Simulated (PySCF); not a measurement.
# BH₂Br: geometry, NMR shifts, spin-spin couplings, electronic excitations and core binding energies

Aim: predict the NMR shifts, spin-spin couplings, electronic excitations and core binding energies of BH₂Br (`BBr`).

Programs: PySCF 2.14.0, with density-fitted response routines of our own. Each step states its level of theory. These are calculated values for one molecule in the gas phase, unless marked as measured. Atoms are numbered from 0 throughout.

**1. The molecule as given**

4 atoms, charge 0, multiplicity 1; geometry from: GFN2-xTB.

Bonds of the start (Å): B0–Br1 1.84, B0–H2 1.17, B0–H3 1.17.

**2. Optimising the geometry at PBE0-D3(BJ)/def2-SVP**

Job settings and geometry (Å):

```
{"job": {"xc": "PBE0", "basis": "def2-SVP", "d3": "d3bj", "grid": 1, "kind": "geom"}, "charge": 0, "multiplicity": 1}
B     -0.170618     0.012710    -0.192147
Br     1.637831    -0.108947    -0.519325
H     -0.764052     0.926154    -0.617917
H     -0.692927    -0.825145     0.434896
```

Standard output:

```text
step   0  E = -2599.54450971  max force = 0.021105
step   1  E = -2599.54656354  max force = 0.000211
step   2  E = -2599.54656469  max force = 0.000060
optimisation converged
```

It took 2.7 s on 1 thread, shared host.

The steps of the relaxation:

```
step  energy from step 0 (eV)  largest force component (eV/Å)
   0                   0.0000                          1.0853
   1                  -0.0559                          0.0109
   2                  -0.0559                          0.0031
```

Distances of close pairs at the start and the end, largest changes first:

```
  bond  before (Å)  after (Å)  change (Å)
B0–Br1       1.842      1.891      +0.049
 B0–H3       1.170      1.202      +0.033
 B0–H2       1.170      1.202      +0.033
```

The next job starts from the end point, and lists it.

```
                         at the end point                  value
  point group (found at 0.08 Å tolerance)                    C2v
rotational constants (GHz, main isotopes)  222.5, 11.409, 10.852
                        dipole moment (D)                   0.43
```

**3. Nuclear shieldings: PBE0/pcSseg-1**

Job settings and geometry (Å):

```
{"job": {"kind": "nmr", "xc": "PBE0", "basis": "pcSseg-1"}, "charge": 0, "multiplicity": 1}
B     -0.044925     0.114159    -0.275975
Br     1.811078    -0.004650    -0.617715
H     -0.640708     1.059314    -0.719907
H     -0.557295    -0.759797     0.371603
```

Level: GIAO PBE0/pcSseg-1 NMR shielding, non-relativistic, gas phase.

Standard output:

```text
coarse grid: 17456 points
cycle   1  E = -2599.5863333993  dE = -1.212e+00  |g| = 6.795e-01  |ddm| = 1.710e+00
cycle   2  E = -2599.5927070552  dE = -6.374e-03  |g| = 3.231e-01  |ddm| = 2.148e-01
cycle   3  E = -2599.5971261523  dE = -4.419e-03  |g| = 6.510e-02  |ddm| = 1.422e-01
cycle   4  E = -2599.5974435273  dE = -3.174e-04  |g| = 5.760e-03  |ddm| = 4.430e-02
cycle   5  E = -2599.5974516728  dE = -8.146e-06  |g| = 6.572e-04  |ddm| = 7.412e-03
final grid: 35032 points
cycle   6  E = -2599.5974521806  dE =  6.243e-09  |g| = 6.798e-04  |ddm| = 1.144e-03
cycle   7  E = -2599.5974520947  dE =  8.595e-08  |g| = 8.610e-04  |ddm| = 1.488e-03
cycle   8  E = -2599.5974523207  dE = -2.260e-07  |g| = 6.805e-05  |ddm| = 9.048e-04
cycle   9  E = -2599.5974523215  dE = -8.249e-10  |g| = 9.624e-06  |ddm| = 7.437e-05
converged SCF energy = -2599.5974523215

GIAO shielding tensors (ppm)
atom      isotropic    diamagn.    paramagn.     s11        s22        s33       span
  0 B       16.075     192.163    -176.088    -36.947    -31.999    117.172    154.119
  1 Br    1904.782    3123.395   -1218.613   1013.323   1728.598   2972.426   1959.104
  2 H       23.495      27.955      -4.461     18.311     24.372     27.800      9.489
  3 H       23.493      28.110      -4.618     18.317     24.376     27.786      9.468
```

Run time: 2.4 s. Hardware: 1 thread, shared host.

The references, computed at this level on geometries of the same kind, shield at (ppm): 1H TMS 31.27, 11B BF3·OEt2 100.7, 79Br HBr 2584. Their shielding less the atom's gives the shift. The references are single molecules in the gas phase. Atoms listed in one row are averaged.

```
 atoms                       environment  σ (ppm)  δ (ppm)
H2, H3  hydrogen on a boron bonded to Br    23.49     7.77
    B0           boron bonded to Br, 2 H     16.1     84.7
   Br1               bromine bonded to B     1905      680
```

Charges from the same density, by scheme (e):

```
atoms  Mulliken    IAO  Hirshfeld  ESP fit
   B0      0.14  -0.08       0.13     0.18
  Br1     -0.18   0.03      -0.03    -0.09
```

Mayer bond orders: B0–Br1 1.24.

**4. Indirect couplings: B3LYP/pcSseg-1+pcJ-1**

Job settings and geometry (Å):

```
{"job": {"kind": "j", "xc": "B3LYP", "basis": "pcJ-1"}, "charge": 0, "multiplicity": 1}
B     -0.044925     0.114159    -0.275975
Br     1.811078    -0.004650    -0.617715
H     -0.640708     1.059314    -0.719907
H     -0.557295    -0.759797     0.371603
```

With the program's defaults for keys left out, this is: B3LYP/pcJ-1 Br:pcSseg-1 indirect spin-spin coupling, non-relativistic, gas phase.

Standard output:

```text
coarse grid: 17456 points
cycle   1  E = -2599.9707515037  dE = -1.217e+00  |g| = 7.190e-01  |ddm| = 1.660e+00
cycle   2  E = -2599.9775238283  dE = -6.772e-03  |g| = 3.632e-01  |ddm| = 2.289e-01
cycle   3  E = -2599.9826381767  dE = -5.114e-03  |g| = 7.796e-02  |ddm| = 1.598e-01
cycle   4  E = -2599.9830416549  dE = -4.035e-04  |g| = 1.258e-02  |ddm| = 6.818e-02
cycle   5  E = -2599.9830791351  dE = -3.748e-05  |g| = 3.221e-03  |ddm| = 1.973e-02
cycle   6  E = -2599.9830827366  dE = -3.601e-06  |g| = 3.546e-04  |ddm| = 3.446e-03
final grid: 35032 points
cycle   7  E = -2599.9830789441  dE = -1.386e-08  |g| = 3.120e-04  |ddm| = 7.732e-04
cycle   8  E = -2599.9830789428  dE =  1.259e-09  |g| = 3.195e-04  |ddm| = 5.895e-04
cycle   9  E = -2599.9830789694  dE = -2.654e-08  |g| = 4.729e-05  |ddm| = 2.880e-04
cycle  10  E = -2599.9830789700  dE = -6.680e-10  |g| = 9.882e-06  |ddm| = 6.729e-05
converged SCF energy = -2599.9830789700

Indirect spin-spin couplings (Hz)
  i      j    bonds     total        FC       PSO       DSO        SD
  0 B    2 H    1    174.100   173.790    -1.191     0.822     0.680
  0 B    3 H    1    174.187   173.878    -1.192     0.821     0.679
  2 H    3 H    2     15.883    15.251     2.157    -1.644     0.119
```

It took 2.8 s on 1 thread, shared host.

Couplings of 1 Hz or more, nine at most for each number of bonds, with means over like pairs (isotopes 11B, 1H):

```
 pair  bonds  J (Hz)  Fermi contact (Hz)
B0–H2      1   174.1               173.8
H2–H3      2    15.9                15.3
```

The response was solved for the nuclei of B, H alone, so couplings that need other nuclei can be missing.

Quadrupole couplings from the field gradients of the same density:

```
atom  isotope  eQq/h (MHz)     η
 Br1     79Br       -290.7  0.95
  B0      11B        4.777  0.62
```

Shifts (PBE0/pcSseg-1, unscaled) and these couplings together give the proton spectrum at 500 MHz below. Couplings to quadrupolar nuclei are left out.

1H NMR δ 7.77 (br, 2H).

**5. TDDFT and polarisability: wB97X-D/def2-SVPD**

Job settings and geometry (Å):

```
{"job": {"kind": "uv", "xc": "wB97X-D", "basis": "def2-SVPD", "ip": true}, "charge": 0, "multiplicity": 1}
B     -0.044925     0.114159    -0.275975
Br     1.811078    -0.004650    -0.617715
H     -0.640708     1.059314    -0.719907
H     -0.557295    -0.759797     0.371603
```

With the program's defaults for keys left out, this is: TDDFT wB97X-D/def2-SVPD, vertical, gas phase, core orbitals frozen in the response.

Standard output:

```text
coarse grid: 17456 points
cycle   1  E = -2599.9230945923  dE = -1.069e+00  |g| = 2.099e-01  |ddm| = 1.930e+00
cycle   2  E = -2599.9329896716  dE = -9.895e-03  |g| = 1.429e-01  |ddm| = 4.162e-01
cycle   3  E = -2599.9396375948  dE = -6.648e-03  |g| = 2.562e-02  |ddm| = 2.158e-01
cycle   4  E = -2599.9397948743  dE = -1.573e-04  |g| = 1.002e-02  |ddm| = 3.840e-02
cycle   5  E = -2599.9398175300  dE = -2.266e-05  |g| = 1.050e-03  |ddm| = 1.960e-02
cycle   6  E = -2599.9398181966  dE = -6.666e-07  |g| = 2.989e-04  |ddm| = 3.018e-03
final grid: 35032 points
cycle   7  E = -2599.9397572424  dE = -3.090e-07  |g| = 5.133e-04  |ddm| = 2.016e-03
cycle   8  E = -2599.9397572615  dE = -1.912e-08  |g| = 3.939e-04  |ddm| = 8.157e-04
cycle   9  E = -2599.9397572763  dE = -1.475e-08  |g| = 2.334e-05  |ddm| = 3.388e-04
cycle  10  E = -2599.9397572768  dE = -5.080e-10  |g| = 1.118e-05  |ddm| = 6.532e-05
converged SCF energy = -2599.9397572768

Static polarisability (au): isotropic 37.068, principal 30.388 33.820 46.995

Singlet excitations
state   eV       nm        f      main configurations
  1   4.7156    262.9   0.00000   H->L 0.98
  2   6.5551    189.1   0.11929   H-1->L 0.95
  3   6.9743    177.8   0.00275   H-2->L 0.99
  4   7.3105    169.6   0.00000   H-3->L 0.98
  5   7.7544    159.9   0.05011   H->L+1 0.65, H->L+2 0.25
  6   8.0987    153.1   0.00001   H->L+2 0.61, H->L+1 0.24, H->L+7 0.09
  7   8.7953    141.0   0.09592   H-1->L+1 0.58, H-1->L+2 0.32
  8   8.9180    139.0   0.07121   H->L+3 0.97
  9   9.0090    137.6   0.00000   H->L+4 0.98
 10   9.2018    134.7   0.06262   H-1->L+2 0.50, H-1->L+1 0.30, H-1->L+7 0.10

Triplet excitations (Tamm-Dancoff, eV): 4.4202 5.3476 6.3825 6.7801
Vertical ionisation energy (delta-SCF) = 10.8528 eV
Vertical electron affinity (delta-SCF) = -0.0415 eV
```

Wall time 7.8 s (1 thread, shared host).

Frontier orbitals and where they lie:

```
orbital      eV                       atoms
 HOMO−3  -13.19  B0 42 %, Br1 21 %, H3 18 %
 HOMO−2  -12.62   Br1 52 %, B0 31 %, H2 8 %
 HOMO−1  -11.22           Br1 83 %, B0 15 %
   HOMO  -10.11   Br1 73 %, B0 16 %, H2 6 %
   LUMO   -0.13   B0 57 %, Br1 24 %, H3 9 %
 LUMO+1    1.88           B0 66 %, Br1 28 %
 LUMO+2    2.31   Br1 70 %, B0 19 %, H3 6 %
```

With each of the 10 states as a Gaussian band of 0.4 eV half-width at 1/e, the curve within the window shown has maxima at 189 nm (ε 4,900), 159 nm (ε 2,000), 139 nm (ε 7,900) L/(mol cm). Beyond the last state computed it falls off for lack of states. The curve at chosen wavelengths:

| nm | ε (L/mol/cm) |
| --- | --- |
| 130 | 1959 |
| 137 | 7610 |
| 144 | 4591 |
| 150 | 1199 |
| 157 | 1882 |
| 164 | 1540 |
| 171 | 718 |
| 178 | 1999 |
| 184 | 4147 |
| 191 | 4663 |
| 198 | 2668 |
| 205 | 884 |
| 212 | 189 |
| 218 | 38 |
| 225 | 5 |
| 232 | 0 |
| 239 | 0 |
| 246 | 0 |
| 252 | 0 |
| 259 | 0 |
| 266 | 0 |
| 273 | 0 |
| 280 | 0 |
| 286 | 0 |
| 293 | 0 |
| 300 | 0 |

Ground-state properties from the same run:

```
           property  computed
  dipole moment (D)      0.63
polarisability (Å³)      5.49
 HOMO–LUMO gap (eV)      9.98
      −ε(HOMO) (eV)     10.11
```

**6. NMR shieldings: mPW1PW91/pcSseg-2**

Job settings and geometry (Å):

```
{"job": {"kind": "nmr", "xc": "mPW1PW91", "basis": "pcSseg-2", "pop": false}, "charge": 0, "multiplicity": 1}
B     -0.044925     0.114159    -0.275975
Br     1.811078    -0.004650    -0.617715
H     -0.640708     1.059314    -0.719907
H     -0.557295    -0.759797     0.371603
```

Method: GIAO mPW1PW91/pcSseg-2 NMR shielding, non-relativistic, gas phase.

Standard output:

```text
coarse grid: 17456 points
cycle   1  E = -2600.4356964037  dE = -1.264e+00  |g| = 9.205e-01  |ddm| = 1.403e+00
cycle   2  E = -2600.4421837312  dE = -6.487e-03  |g| = 5.711e-01  |ddm| = 2.187e-01
cycle   3  E = -2600.4525265284  dE = -1.034e-02  |g| = 1.050e-01  |ddm| = 1.237e-01
cycle   4  E = -2600.4530586793  dE = -5.322e-04  |g| = 1.559e-02  |ddm| = 4.728e-02
cycle   5  E = -2600.4531113826  dE = -5.270e-05  |g| = 3.414e-03  |ddm| = 1.534e-02
cycle   6  E = -2600.4531150920  dE = -3.709e-06  |g| = 5.028e-04  |ddm| = 2.749e-03
final grid: 35032 points
cycle   7  E = -2600.4531103030  dE = -2.879e-08  |g| = 4.400e-04  |ddm| = 8.718e-04
cycle   8  E = -2600.4531103018  dE =  1.271e-09  |g| = 4.555e-04  |ddm| = 5.960e-04
cycle   9  E = -2600.4531103497  dE = -4.789e-08  |g| = 5.079e-05  |ddm| = 2.891e-04
cycle  10  E = -2600.4531103504  dE = -7.612e-10  |g| = 1.898e-05  |ddm| = 5.706e-05
converged SCF energy = -2600.4531103504

GIAO shielding tensors (ppm)
atom      isotropic    diamagn.    paramagn.     s11        s22        s33       span
  0 B       12.274     190.820    -178.546    -39.509    -38.342    114.672    154.182
  1 Br    1928.346    3124.352   -1196.006   1041.435   1807.139   2936.464   1895.029
  2 H       23.566      28.248      -4.681     18.105     24.439     28.156     10.051
  3 H       23.565      28.498      -4.933     18.111     24.442     28.142     10.030
```

Wall time 3.5 s (1 thread, shared host).

In short: δ B0 86.8, Br1 655, H2 7.73 ppm (means over like atoms).

**7. X-ray photoelectron lines: SCAN, X2C**

Job settings and geometry (Å):

```
{"job": {"kind": "xps"}, "charge": 0, "multiplicity": 1}
B     -0.044925     0.114159    -0.275975
Br     1.811078    -0.004650    -0.617715
H     -0.640708     1.059314    -0.719907
H     -0.557295    -0.759797     0.371603
```

Method: delta-SCF UKS SCAN, pcX-2 on the ionised atom, pcseg-1 elsewhere, spin-free X2C.

Standard output:

```text
ground state, core basis on atom 0 (B), 82 functions
  cycle   1  E = -2624.68896694  |g| = 1.22e-01
  cycle   2  E = -2624.69171181  |g| = 7.61e-02
  cycle   3  E = -2624.69293064  |g| = 3.28e-02
  cycle   4  E = -2624.69327338  |g| = 1.19e-02
  cycle   5  E = -2624.69332401  |g| = 1.25e-03
  cycle   6  E = -2624.69332746  |g| = 2.47e-04
  E(ground) = -2624.83948757 Eh
hole in B 1s of atom 0
  cycle   1  E = -2617.02137520  |g| = 1.15e+00
  cycle   2  E = -2615.25607061  |g| = 1.95e+00
  cycle   3  E = -2617.20189099  |g| = 5.42e-01
  cycle   4  E = -2617.35999650  |g| = 3.22e-01
  cycle   5  E = -2617.43087636  |g| = 2.94e-02
  cycle   6  E = -2617.43154179  |g| = 2.87e-02
  cycle   7  E = -2617.43248417  |g| = 1.51e-02
  cycle   8  E = -2617.43291671  |g| = 1.43e-02
  cycle   9  E = -2617.43317599  |g| = 1.22e-02
  cycle  10  E = -2617.43332465  |g| = 5.11e-03
  cycle  11  E = -2617.43334102  |g| = 1.78e-03
  cycle  12  E = -2617.43334337  |g| = 6.28e-04
  cycle  13  E = -2617.43334241  |g| = 1.22e-04
  E(ion) = -2617.57486424 Eh   <S^2> = 1.0027   hole on atom = 1.000   binding energy = 197.680 eV
```

It took 1.9 s on 1 thread, shared host.

Binding energies by hole, beside the orbital energy of the ground state; the difference holds orbital relaxation and, for a density functional, its self-interaction error:

```
     hole  stands for              environment          ΔSCF (eV)  −ε (eV)   ⟨S²⟩
B1s on B0          B0  boron bonded to Br, 2 H  197.68 (doubtful)    181.9  1.003
```

Doubtful: the ion did not converge, its hole moved, or its ⟨S²⟩ is well above 0.75.

**8. Run by run: NMR shifts**

Shifts (ppm), means over like atoms, with basis size and wall time:

```
              run    H2    B0  Br1  functions   time
    PBE0/pcSseg-1  7.77  84.7  680         68  2.4 s
mPW1PW91/pcSseg-2  7.73  86.8  655        127  3.5 s
```

**9. Summary of results**

| quantity | value |
| --- | --- |
| point group | C2v |
| rotational constants (main isotopes) | 222.50, 11.41, 10.85 GHz |
| 1H shifts against TMS (PBE0/pcSseg-1, means over atoms taken as alike) | 7.77 ppm |
| 11B shifts against BF3·OEt2 (PBE0/pcSseg-1) | 84.7 ppm |
| 79Br shifts against HBr (PBE0/pcSseg-1) | 680 ppm |
| largest coupling of the table (B3LYP/pcSseg-1+pcJ-1) | 1J(B,H) B0–H2, 174.1 Hz |
| lowest singlet (wB97X-D/def2-SVPD) | 4.72 eV (263 nm), f = 0.000 |
| brightest single state of those computed | state 2, 6.56 eV, f = 0.119 |
| lowest triplet | 4.42 eV |
| vertical ionisation energy (ΔSCF) | 10.85 eV |
| vertical electron affinity (ΔSCF) | -0.04 eV (unbound: the value hangs on the basis) |
| range of the shift of Br1 | 655 to 680 ppm |

Over 2 steps the energy fell by 0.056 eV; of the close pairs, B0–Br1 changed most, 1.842 to 1.891 Å. At PBE0/pcSseg-1: The widest tensor belongs to Br1: span 1959 ppm, with a paramagnetic part of -1219 ppm. Of the pairs tabulated at B3LYP/pcSseg-1+pcJ-1, B0–H2 (mean over like pairs) couples most strongly (174.1 Hz; Fermi contact 173.8 Hz). The lowest singlet, at 4.72 eV, is HOMO→LUMO 0.98 and is dark; of the 10 states computed, the strongest absorption comes from state 2 at 6.56 eV (the last state computed is bright too, and its partners may lie past the list). The lowest triplet lies 0.30 eV below the lowest singlet (triplets in Tamm-Dancoff, singlets in full TDDFT). The orbital energy would give 10.11 eV for ionisation, ΔSCF gives 10.85 eV. Across the 2 runs the shift of Br1 moves most, between 655 (mPW1PW91/pcSseg-2) and 680 ppm (PBE0/pcSseg-1). Spin-orbit coupling is left out, which matters for shieldings and couplings at and beside the heavy atoms.
